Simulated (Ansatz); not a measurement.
# CdH₈N₂Si₂: up Jacob's ladder to CCSD(T)

One table from this session's results is given with a row withheld; the runs are named, their logs left out.

Computed with Ansatz 0.2.0, Gaussian basis. Level: functionals in def2-TZVPP, the program's frozen cores in correlated methods.

Levels to be run: LDA (SPW92), PBE-D4, revPBE-D4, BLYP-D4, r2SCAN-D4, B97M-V, PBE0-D4, B3LYP-D4, r2SCANh-D4, r2SCAN0-D4, HSE06-D4, BHLYP-D4, CAM-B3LYP-D4, LC-ωPBE, ωB97X-V, ωB97M-V, B2PLYP, PBE-QIDH; CCSD(T)/def2-SVP; MP2/def2-TZVPP; MP2/def2-QZVPP; RPA on PBE.

## The geometry

An earlier PBE0-D4 in a triple-zeta def2 set relaxation fixed the geometry. Cd takes the def2 core potential; no spin-orbit term is included.

SMILES `[NH2][Cd][N]([SiH3])[SiH3]`, 13 atoms, charge 0, spin multiplicity 1.

Atoms are counted from 1 here; the program's logs count them from 0.

Bond lengths: N1–Cd2 2.001 Å, N1–H6 1.014 Å, N1–H7 1.013 Å, Cd2–N3 2.021 Å, N3–Si4 1.718 Å, N3–Si5 1.717 Å, Si4–H8 1.492 Å, Si4–H9 1.492 Å, Si4–H10 1.492 Å, Si5–H11 1.492 Å, Si5–H12 1.492 Å, Si5–H13 1.493 Å. Angles: Cd2–N1–H6 112.1°, Cd2–N1–H7 112.1°, H6–N1–H7 106.4°, N1–Cd2–N3 175.4°, Cd2–N3–Si4 118.2°, Cd2–N3–Si5 118.1°, Si4–N3–Si5 123.8°, N3–Si4–H8 108.9°, N3–Si4–H9 112.3°, N3–Si4–H10 112.5°, H8–Si4–H9 108.0°, H8–Si4–H10 107.9°, H9–Si4–H10 107.0°, N3–Si5–H11 112.6°, N3–Si5–H12 112.3°, N3–Si5–H13 108.9°, H11–Si5–H12 107.0°, H11–Si5–H13 107.8° and more.

Set-up of the first run:

in.yaml

```yaml
crystal:
  periodic: [false, false, false]
  atoms:
    - {symbol: N, position_ang: [-3.131173, 1.205200, 0.935649]}
    - {symbol: Cd, position_ang: [-1.312825, 0.558294, 0.408084]}
    - {symbol: N, position_ang: [0.456137, -0.238790, -0.158754]}
    - {symbol: Si, position_ang: [0.484604, -1.886137, -0.645459]}
    - {symbol: Si, position_ang: [1.846208, 0.768140, -0.116963]}
    - {symbol: H, position_ang: [-3.439572, 1.984413, 0.365645]}
    - {symbol: H, position_ang: [-3.158749, 1.524458, 1.897154]}
    - {symbol: H, position_ang: [-0.901644, -2.434162, -0.577182]}
    - {symbol: H, position_ang: [0.980021, -2.055015, -2.042372]}
    - {symbol: H, position_ang: [1.353158, -2.724992, 0.230730]}
    - {symbol: H, position_ang: [2.879216, 0.279909, 0.842337]}
    - {symbol: H, position_ang: [2.505816, 0.879673, -1.450239]}
    - {symbol: H, position_ang: [1.438791, 2.139021, 0.311379]}
basis:
  gaussian: {orbitals: def2-TZVPP}
hamiltonian: {xc: lda}
output: {orbitals: {seedname: orbitals}}
```

Launch:

```console
$ ansatz run in.yaml --threads 4 --pin off --events-out ev --progress --plain --max-ram 11315MiB
```

Steps of the session up to this table: LDA; PBE-D4 (GGA); revPBE-D4 (GGA); BLYP-D4 (GGA); r2SCAN-D4 (meta-GGA); B97M-V (meta-GGA); B3LYP-D4 (hybrid); r2SCANh-D4 (hybrid); r2SCAN0-D4 (hybrid); HSE06-D4 (hybrid); BHLYP-D4 (hybrid); CAM-B3LYP-D4 (range-separated); LC-ωPBE (range-separated); ωB97X-V (range-separated); ωB97M-V (range-separated); B2PLYP (double hybrid); PBE-QIDH (double hybrid).

One of the session's tables, all rows but one given; the rest of the session is left out.

It belongs to the step «Frontier levels by functional». 

```
  functional  HOMO (eV)  gap (eV)
 LDA (SPW92)      -6.11      3.79
      PBE-D4      -5.95      3.88
   revPBE-D4      -5.87      3.92
     BLYP-D4      -5.83      3.83
   r2SCAN-D4      -6.20      4.37
      B97M-V      -6.28      4.21
     PBE0-D4      -7.23      6.01
    B3LYP-D4      -7.02      5.53
  r2SCANh-D4      -6.69      5.17
  r2SCAN0-D4      -7.42      6.34
    HSE06-D4          ?         ?
    BHLYP-D4      -8.40      7.98
CAM-B3LYP-D4      -8.58      8.28
     LC-ωPBE      -9.92     10.85
     ωB97X-V      -9.59     10.30
     ωB97M-V      -9.50      9.94
```

Q: Estimate the row for HSE06-D4 from the others.

**Answer.** HOMO (eV): -6.83; gap (eV): 5.25. In the column «HOMO (eV)» it lies between B3LYP-D4 (-7.02) and r2SCANh-D4 (-6.69).
